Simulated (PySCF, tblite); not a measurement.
**C5H9FOSi: geometry, infrared bands and NMR shifts**

Aim: predict the infrared bands and NMR shifts of C5H9FOSi (`C#C[C@@](F)(CC)[SiH2]O`).

The runs use tblite 0.8.0 and PySCF 2.14.0, with density-fitted response routines of our own; the level of theory stands in each step. All values are computed, except where a source is named. Atoms are numbered from 0 throughout.

## 1. Starting geometry

17 atoms, charge 0, multiplicity 1; geometry from: force field or distance geometry start.

Bonds of the start (Å): C0–C1 1.20, C1–C2 1.48, C2–F3 1.35, C2–C4 1.55, C4–C5 1.52, C2–Si6 1.92, Si6–O7 1.67, C0–H8 1.07, C4–H9 1.10, C4–H10 1.10, C5–H11 1.09, C5–H12 1.09, C5–H13 1.10, Si6–H14 1.49, Si6–H15 1.47, O7–H16 0.97.

## 2. Optimising the geometry with GFN2-xTB

Job settings and geometry (Å):

```
{"job": {"kind": "relax", "xc": "GFN2-xTB", "basis": "xTB"}, "charge": 0, "multiplicity": 1}
C      0.334200     2.629800     0.902200
C      0.352500     1.496100     0.517100
C      0.402600     0.078600     0.082700
F      1.067500    -0.626200     1.025800
C     -1.023900    -0.517200    -0.029900
C     -1.782500    -0.554800     1.285700
Si     1.422200    -0.108500    -1.535300
O      1.761600    -1.696800    -1.908900
H      0.304700     3.639200     1.245300
H     -0.960000    -1.550400    -0.396600
H     -1.622800     0.040900    -0.772000
H     -1.972800     0.448900     1.674700
H     -2.750700    -1.045800     1.163000
H     -1.213500    -1.114500     2.041600
H      2.727500     0.587500    -1.404200
H      0.691300     0.492200    -2.666000
H      2.255100    -2.187000    -1.234900
```

Launch:

```console
> OMP_NUM_THREADS=1 python probes_run.py task.json out
```

One launch serves the whole session: the jobs run in the order shown.

**Question.** This job is followed by: GFN2-xTB harmonic vibrations, gas phase; GIAO PBE0/pcSseg-1 NMR shielding, non-relativistic, gas phase. Predict these results of the whole session: strongest single infrared mode (GFN2-xTB); zero-point energy (GFN2-xTB); ¹³C shifts against TMS (PBE0/pcSseg-1); ¹H shifts against TMS (PBE0/pcSseg-1, means over atoms taken as alike); ¹⁹F shifts against CFCl3 (PBE0/pcSseg-1); ²⁹Si shifts against TMS (PBE0/pcSseg-1); ¹⁷O shifts against H2O (PBE0/pcSseg-1).

**Answer**, as computed:

```
                                                              quantity                                         value
                             strongest single infrared mode (GFN2-xTB)                          803 cm⁻¹, 396 km/mol
                                          zero-point energy (GFN2-xTB)                                 77.1 kcal/mol
                                ¹³C shifts against TMS (PBE0/pcSseg-1)               91.7, 90.7, 84.9, 33.8, 9.6 ppm
¹H shifts against TMS (PBE0/pcSseg-1, means over atoms taken as alike)  5.07, 4.64, 2.51, 2.33, 1.66, 1.52, 1.39 ppm
                              ¹⁹F shifts against CFCl3 (PBE0/pcSseg-1)                                    -222.3 ppm
                               ²⁹Si shifts against TMS (PBE0/pcSseg-1)                                     -23.1 ppm
                                ¹⁷O shifts against H2O (PBE0/pcSseg-1)                                      11.6 ppm
```

**Reading.** Over 50 steps the energy fell by 0.216 eV; of the close pairs, C2–F3 changed most, 1.352 to 1.419 Å. All 45 modes are real, so the xTB geometry is a minimum. GFN2-xTB is a fitted tight-binding method: band positions and strengths are rough. Its intensities can rank the bands wrongly. At PBE0/pcSseg-1: The largest span, 301 ppm, is at C1, where the paramagnetic term is -162 ppm.
